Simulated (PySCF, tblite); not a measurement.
**C₅H₃FO+ (doublet): geometry, infrared bands and EPR parameters**

What infrared bands and EPR parameters should C₅H₃FO+ (doublet) (`[CH+]=[C]C(=O)/C=C\F`) show?

Computed with tblite 0.8.0 and PySCF 2.14.0, with density-fitted response routines of our own, on a single molecule in the gas phase. Atoms count from 0, in the outputs and in this text.

## Step 1: The starting structure

10 atoms, charge 1, multiplicity 2; geometry from: force field or distance geometry start.

Bonds of the start (Å): C0–C1 1.34, C1–C2 1.43, C2–O3 1.25, C2–C4 1.47, C4–C5 1.34, C5–F6 1.35, C0–H7 1.08, C4–H8 1.09, C5–H9 1.09.

## Step 2: Relaxing the molecule with GFN2-xTB

The job: settings as JSON, then the geometry in Å.

```
{"job": {"kind": "relax", "xc": "GFN2-xTB", "basis": "xTB"}, "charge": 1, "multiplicity": 2}
C      2.642300     0.325600     0.210700
C      1.656100     0.173900    -0.680500
C      0.409200    -0.390500    -0.254700
O      0.305600    -1.491200     0.318600
C     -0.837400     0.353500    -0.513200
C     -2.037000    -0.122400    -0.158200
F     -2.145700    -1.312200     0.470300
H      3.643200     0.650600     0.444500
H     -0.733000     1.311700    -1.026400
H     -2.894400     0.505600    -0.392200
```

Run with:

```sh
OMP_NUM_THREADS=1 python probes_run.py task.json out
```

The driver reads the jobs from task.json and runs them one after another.

**Question.** This job is followed by: GFN2-xTB harmonic vibrations, gas phase; UKS B3LYP, pcH-1 on C F H O, non-relativistic, mean-field spin-orbit, GIAO. Predict these results of the whole session: strongest single infrared mode (GFN2-xTB); zero-point energy (GFN2-xTB); g(iso) (B3LYP); ⟨S²⟩; largest a(iso).

**Answer**, as computed:

| quantity | value |
| --- | --- |
| strongest single infrared mode (GFN2-xTB) | 3247 cm⁻¹, 369 km/mol |
| zero-point energy (GFN2-xTB) | 37.0 kcal/mol |
| g(iso) (B3LYP) | 2.00857 |
| ⟨S²⟩ | 0.757 (exact 0.75) |
| largest a(iso) | 19F on F6, 94.5 MHz |

**Reading.** Over 70 steps the energy fell by 1.658 eV; of the close pairs, C0–C1 changed most, 1.338 to 1.205 Å. All 24 modes are real, so the xTB geometry is a minimum. The strongest single mode, at 3247 cm⁻¹, moves mainly H7. GFN2-xTB is a fitted tight-binding method: band positions and strengths are rough. Its intensities can rank the bands wrongly. C4 carries the largest spin population, 0.46 e. The isotropic g lies 6.3 ppt above the free-electron value. These values are for one conformer; the search (at its own cheap level) found 2 more, at 0.67, 0.68 kcal/mol, and measured spectra average over such forms.
